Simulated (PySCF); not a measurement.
# [Bi(H2O)2]3+: other functionals and bases at one geometry

Aim: see how levels, charges and forces of [Bi(H2O)2]3+ depend on the level of theory. The structure is generated, not taken from experiment.

Computed with PySCF 2.14.0. Level: several levels, as the steps say, no spin–orbit coupling.

1 further run of the same task is left out (for a known fault of the program).

## Step 1: Where the work starts

7 atoms, charge 3, spin multiplicity 1.

Bond lengths: Bi1–O2 2.214 Å, Bi1–O5 2.214 Å, O2–H3 1.000 Å, O2–H4 0.997 Å, O5–H6 1.000 Å, O5–H7 0.996 Å. Angles: O2–Bi1–O5 96.8°, Bi1–O2–H3 123.4°, Bi1–O2–H4 130.8°, H3–O2–H4 105.8°, Bi1–O5–H6 123.4°, Bi1–O5–H7 130.8°, H6–O5–H7 105.8°.

As a file:

```
Bi    1.25048   -0.34840    0.01666
O    -0.13959    0.19607    1.65170
H     0.12875    0.22837    2.61471
H    -1.10618    0.43867    1.63088
O    -0.16595   -0.01540   -1.65186
H     0.05974   -0.19225   -2.60943
H    -1.10242    0.32484   -1.65266
```

Formal oxidation states: Bi +3. An earlier session relaxed this geometry at PBE0, Bi def2-SVP with ECP60, O def2-SVP, H def2-SVP (singlet, point group C2).

At PBE0 on the finer grid: E = -365.793510 Eh, HOMO -27.49 eV, LUMO -21.51 eV, Mulliken charge on Bi1 +2.16 e, largest force component 0.017 eV/Å. 

Levels to run: TPSSh; M06-L; PBE0, TZVP. Hardware: 2 threads of Intel Xeon Platinum 8488C (Sapphire Rapids), shared host.

## Step 2: TPSSh

run.py (the lines that set the calculation)

```python
mol = gto.M(atom='''
Bi     1.25048    -0.34840     0.01666
O     -0.13959     0.19607     1.65170
H      0.12875     0.22837     2.61471
H     -1.10618     0.43867     1.63088
O     -0.16595    -0.01540    -1.65186
H      0.05974    -0.19225    -2.60943
H     -1.10242     0.32484    -1.65266''',
    basis={'Bi': 'def2-SVP', 'O': 'def2-SVP', 'H': 'def2-SVP'},
    ecp={'Bi': 'def2-SVP'},
    charge=3, spin=0)
mf = dft.RKS(mol, xc='TPSSH')
mf.grids.atom_grid = (75, 302)
mf = mf.density_fit()  # fitting sets: Bi def2-universal-JKFIT, O def2-universal-JKFIT, H def2-universal-JKFIT
mf.conv_tol = 1e-08; mf.max_cycle = 55
mf.kernel(dm0)  # dm0: the density of the relaxed state
```

The run is started by

```bash
$ OMP_NUM_THREADS=2 python run.py
```

## Step 3: M06-L

run.py (the lines that set the calculation): that of step 2 with these lines changed.

```diff
@@ -11,3 +11,3 @@
     charge=3, spin=0)
-mf = dft.RKS(mol, xc='TPSSH')
+mf = dft.RKS(mol, xc='M06L')
 mf.grids.atom_grid = (75, 302)
```

## Step 4: PBE0, TZVP

Basis: Bi def2-TZVP with ECP60, O def2-TZVP, H def2-TZVP. 

run.py (the lines that set the calculation): that of step 3 with these lines changed.

```diff
@@ -8,6 +8,6 @@
 H     -1.10242     0.32484    -1.65266''',
-    basis={'Bi': 'def2-SVP', 'O': 'def2-SVP', 'H': 'def2-SVP'},
-    ecp={'Bi': 'def2-SVP'},
+    basis={'Bi': 'def2-TZVP', 'O': 'def2-TZVP', 'H': 'def2-TZVP'},
+    ecp={'Bi': 'def2-TZVP'},
     charge=3, spin=0)
-mf = dft.RKS(mol, xc='M06L')
+mf = dft.RKS(mol, xc='PBE0')
 mf.grids.atom_grid = (75, 302)
@@ -15,2 +15,2 @@
 mf.conv_tol = 1e-08; mf.max_cycle = 55
-mf.kernel(dm0)  # dm0: the density of the relaxed state
+mf.kernel(dm0)  # dm0: free metal ions and neutral atoms
```

Before running it: what results should come out? Wanted: for each run, HOMO; gap; charge on Bi1; dipole; largest force.

**Answer**, as computed:

| level | state | HOMO (eV) | gap (eV) | charge on Bi1 (e) | dipole (D) | largest force (eV/Å) | basis functions | time |
| --- | --- | --- | --- | --- | --- | --- | --- | --- |
| PBE0 (relaxed here) | singlet | -27.49 | 5.98 | 2.16 | 6.61 | 0.02 | 74 | 6.3 s |
| TPSSh | singlet | -26.51 | 4.68 | 2.13 | 6.77 | 0.24 | 74 | 4.1 s |
| M06-L | singlet | -26.06 | 4.10 | 2.20 | 6.51 | 0.38 | 74 | 4.3 s |
| PBE0, TZVP | singlet | -27.50 | 6.03 | 2.14 | 6.68 | 0.70 | 136 | 7.6 s |

Times are on 2 threads of Intel Xeon Platinum 8488C (Sapphire Rapids), shared host; the first row also made further properties. The dipole of a charged species depends on the origin, so these sizes hold for this origin alone.

In one basis the HOMO–LUMO gap runs from 4.10 eV (M06-L) to 5.98 eV (PBE0). The largest leftover force, 0.70 eV/Å with PBE0, TZVP, stands at a geometry relaxed at another level. The Mulliken charge on Bi spans +2.13 to +2.20 e over the levels. Total energies of different levels can't be compared. Spin–orbit coupling is left out throughout.
